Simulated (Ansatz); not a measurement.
# Ga3BAs4: the cost of one run

Method: DFT PBE, scalar-relativistic, plane waves, PAW, unless a step names another level, in Ansatz 0.2.0.

10 further runs of the same task are left out: 10 set aside as unsound or not needed. Runs told in other sessions of the task aren't counted.

## Step 1: Plan

Pauling electronegativities: Ga 1.81, B 2.04, As 2.18 (spread 0.37). The formula balances with common oxidation states: B +3, Ga +3, As -3, a formal count that means little at so small a spread. Tabulated atomic sizes suggest about 19 Å³/atom. 28 candidates were drawn, by swapping species into database cells of other compounds, at random by space group and Wyckoff sites, or by hand, as the table says:

```tsv
name	made from	space group no.	Wyckoff sites	atoms (primitive cell)	V (Å³/atom)
c01	random	216	Ga 4c, 4b, 4a; B 4d; As 16e	8	23.9
c02	built by hand: (001) GaAs6/BAs2 segregated superlattice	115	Ga 2g, 2g, 2g; B 2g; As 1a, 2f, 2e, 2f, 1d	16	18.9
c03	random	189	Ga 3f; B 1b; As 4h	8	22.5
c04	random	191	Ga 2c, 1b; B 1a; As 4h	8	22.1
c05	built by hand: famatinite (Cu3SbS4)	121	Ga 4d, 2b; B 2a; As 8i	8	18.9
c06	database cell of In3GaTe4	121	Ga 4c, 2b; B 2a; As 8i	8	22.2
c07	database cell of Sr4GaSn3	25	Ga 1b, 1d, 1c; B 1a; As 1a, 1b, 1d, 1c	8	24.6
c08	database cell of SrCa3Ag4	25	Ga 1b, 1a, 1c; B 1d; As 1d, 1b, 1a, 1c	8	24.7
c09	random	166	Ga 9d; B 3a; As 6c, 6c	8	19.4
c10	database cell of Si3NiP4	121	Ga 2b, 4d; B 2a; As 8i	8	20.1
c11	random	160	Ga 9b; B 3a; As 9b, 3a	8	24.4
c12	random	139	Ga 4e, 2b; B 2a; As 4c, 4e	8	19.7
c13	random	229	Ga 6b; B 2a; As 8c	8	19.5
c14	database cell of Zn3CdS4	215	Ga 3c; B 1a; As 4e	8	20.5
c15	random	189	Ga 3g; B 1b; As 3g, 1a	8	22.6
c16	random	187	Ga 1c, 2g; B 1a; As 3k, 1f	8	19.6
c17	random	221	Ga 3c; B 1a; As 3d, 1b	8	19.7
c18	database cell of Al4Ni3Pt	123	Ga 2h, 1d; B 1c; As 2g, 2g	8	18.5
c19	random	187	Ga 2g, 1e; B 1a; As 3j, 1b	8	24.2
c20	built by hand: lazarevicite (cubic Cu3AsS4)	215	Ga 3c; B 1a; As 4e	8	18.9
c21	built by hand: enargite (Cu3AsS4)	31	Ga 4b, 2a; B 2a; As 2a, 2a, 4b	16	18.9
c22	random	139	Ga 4d, 2b; B 2a; As 8g	8	22.0
c23	random	221	Ga 3d; B 1a; As 3c, 1b	8	24.1
c24	random	221	Ga 3c; B 1b; As 3d, 1a	8	24.0
c25	random	71	Ga 4e, 2c; B 2a; As 4i, 4h	8	24.3
c26	built by hand: (001) GaAs3/BAs1 zinc-blende superlattice	115	Ga 1d, 2f; B 1a; As 2g, 2g	8	18.9
c27	random	166	Ga 9d; B 3b; As 9e, 3a	8	22.0
c28	database cell of CrNi3Sb4	164	Ga 1a, 2c; B 1b; As 2d, 2d	8	17.9
```

## Step 2: Screening run of c10

input.yaml reads:

```yaml
crystal:
  lattice:
    - [-2.71851471, 2.71851471, 5.45304624]
    - [2.71851471, -2.71851471, 5.45304624]
    - [2.71851471, 2.71851471, -5.45304624]
  atoms:
    - { symbol: Ga, position: [0.5, 0.5, 0.0] }
    - { symbol: Ga, position: [0.25, 0.75, 0.5] }
    - { symbol: Ga, position: [0.75, 0.25, 0.5] }
    - { symbol: B, position: [0.0, 0.0, 0.0] }
    - { symbol: As, position: [0.63859999, 0.1242, 0.0] }
    - { symbol: As, position: [0.8758, 0.8758, 0.51439999] }
    - { symbol: As, position: [0.1242, 0.63859999, 0.0] }
    - { symbol: As, position: [0.36140001, 0.36140001, 0.48560001] }
basis:
  ecutwfc: 420
kpoints:
  mp_grid: { grid: [4, 4, 4] }
hamiltonian:
  xc: pbe
scf:
  occupations: { method: gaussian, width: 0.2 }
  lower_state_search: "off"
output:
  forces: true
  stress: true
  eigenvalues: true
relax:
  adjacent_minimum: "off"
  f_tol: 0.08
  max_steps: 16
  cell: { stress_tol: 0.8 }
```

On the command line:

```console
> ansatz run input.yaml --threads 1 --pin off --max-ram 2560MiB --backend cpu --events-out ev --progress --plain --runs-dir out
```

Q: Estimate wall time and peak memory on 1 thread of Intel Xeon 6975P-C (Granite Rapids), shared host.

About 28 s, with a peak of 0.51 GiB.
